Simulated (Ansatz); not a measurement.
# ZnS: the cost of one run

Program: Ansatz 0.2.0. Level of theory: DFT LDA, scalar-relativistic, plane waves, PAW. These are calculated values, not measurements.

2 further runs of the same task are left out: 2 set aside as unsound or not needed.

### Step 1. The system as given

Symmetry: F-43m, No. 216, cubic system. The conventional cell has a = 5.297 Å, b = 5.297 Å, c = 5.297 Å, α = 90.00°, β = 90.00°, γ = 90.00°. Zn (site symmetry -43m) has 4 S at 2.29 Å as nearest neighbours. S (site symmetry -43m) has 4 Zn at 2.29 Å as nearest neighbours.

Coordinates:

```xyz
2
Lattice="0.0000 2.6483 2.6483 2.6483 0.0000 2.6483 2.6483 2.6483 0.0000" Properties=species:S:1:pos:R:3 pbc="T T T"
Zn    0.0000    0.0000    0.0000
S     3.9725    3.9725    3.9725
```

This cell was relaxed beforehand with the same method: volume 18.57 Å³/atom, gap on the mesh 2.13 eV.

### Step 2. The cell under 16 GPa

At a set pressure the run lowers the enthalpy E + PV, so the energy alone may rise along the way.

File input.yaml:

```yaml
crystal:
  lattice:
    - [0.0, 2.648344701, 2.648344701]
    - [2.648344701, 0.0, 2.648344701]
    - [2.648344701, 2.648344701, 0.0]
  atoms:
    - { symbol: Zn, position: [0.0, 0.0, 0.0] }
    - { symbol: S, position: [0.75, 0.75, 0.75] }
basis:
  ecutwfc: 420
kpoints:
  mp_grid: { grid: [10, 10, 10] }
hamiltonian:
  xc: lda
scf:
  occupations: { method: fixed }
output:
  forces: true
  stress: true
  eigenvalues: true
relax:
  adjacent_minimum: "off"
  f_tol: 0.001
  max_steps: 60
  cell: { stress_tol: 0.02, p_target: 16.0 }
```

Run with:

```bash
> ansatz run input.yaml --threads 1 --pin off --max-ram 3072MiB --backend cpu --events-out ev --progress --plain --runs-dir out
```

Q: Estimate wall time and peak memory on 1 thread of Intel Xeon Platinum 8259CL at 2.50GHz (Skylake/Cascade Lake), shared host.

About 36 s, with a peak of 0.38 GiB.
